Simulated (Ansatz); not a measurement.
# SiB6: the cost of one run

Program: Ansatz 0.2.0. Level of theory: DFT PBE, scalar-relativistic, plane waves, PAW. These are calculated values, not measurements.

## Step 1: Starting point

It takes space group I4/mmm (No. 139, tetragonal). Conventional cell: a = 5.993 Å, b = 5.993 Å, c = 3.399 Å, α = 90.00°, β = 90.00°, γ = 90.00°. Si (site symmetry 4/mmm) is surrounded by 8 B at 2.12 Å. B (site symmetry m2m) is surrounded by 3 B at 1.72 to 1.80 Å. B (site symmetry mmm) is surrounded by 4 B at 1.70 to 1.72 Å.

As a file:

```xyz
7
Lattice="-2.9967 2.9967 1.6993 2.9967 -2.9967 1.6993 2.9967 2.9967 -1.6993" Properties=species:S:1:pos:R:3 pbc="T T T"
Si    0.0000    0.0000    1.6993
B     4.7211    0.0000    0.0000
B     1.2722    0.0000    0.0000
B     0.0000    4.7211    0.0000
B     0.0000    1.2722    0.0000
B     0.0000    2.9967    0.0000
B     2.9967    0.0000    0.0000
```

It is the end of an earlier relaxation with the same method, from a generated guess; it needn't be the stable form of this composition. At a tolerance of 0.05 Å it has space group I4/mmm (No. 139); it has 8.72 Å³/atom, an uncorrected energy of +0.70 eV/atom over the elements.

## Step 2: Static run: bands, density of states and charges

input.yaml

```yaml
crystal:
  lattice:
    - [-2.9966636741, 2.9966636741, 1.6993087452]
    - [2.9966636741, -2.9966636741, 1.6993087452]
    - [2.9966636741, 2.9966636741, -1.6993087452]
  atoms:
    - { symbol: Si, position: [0.5, 0.5, 0.0] }
    - { symbol: B, position: [0.0, 0.7877291278, 0.7877291278] }
    - { symbol: B, position: [0.0, 0.2122708722, 0.2122708722] }
    - { symbol: B, position: [0.7877291278, 0.0, 0.7877291278] }
    - { symbol: B, position: [0.2122708722, 0.0, 0.2122708722] }
    - { symbol: B, position: [0.5, 0.0, 0.5] }
    - { symbol: B, position: [0.0, 0.5, 0.5] }
basis:
  ecutwfc: 420
kpoints:
  mp_grid: { grid: [12, 12, 12] }
  band_path:
    path:
      - [[0.0, 0.0, 0.0], [0.0, 0.0, 0.5], [-0.5, 0.5, 0.5], [0.0, 0.0, 0.0], [0.33039121, 0.33039121, -0.33039121]]
      - [[-0.33039121, 0.66960879, 0.33039121], [-0.5, 0.5, 0.5]]
      - [[0.0, 0.0, 0.5], [0.25, 0.25, 0.25], [0.0, 0.5, 0.0], [0.0, 0.0, 0.0]]
    npoints: 14
hamiltonian:
  xc: pbe
scf:
  occupations: { method: gaussian, width: 0.1 }
  n_extra_bands: 17
output:
  forces: true
  stress: true
  eigenvalues: true
  populations: true
  dos: { projected: true, de: 0.02, nscf_kmesh: { grid: [15, 15, 15] } }
  bader: true
```

On the command line:

```sh
> ansatz run input.yaml --threads 1 --pin off --max-ram 2560MiB --backend cpu --events-out ev --progress --plain --runs-dir out
```

**Question.** How long does this run take on 1 thread of Arm Neoverse V1, shared host, and how much memory does it need?

About 2.1 min, with a peak of 0.54 GiB.
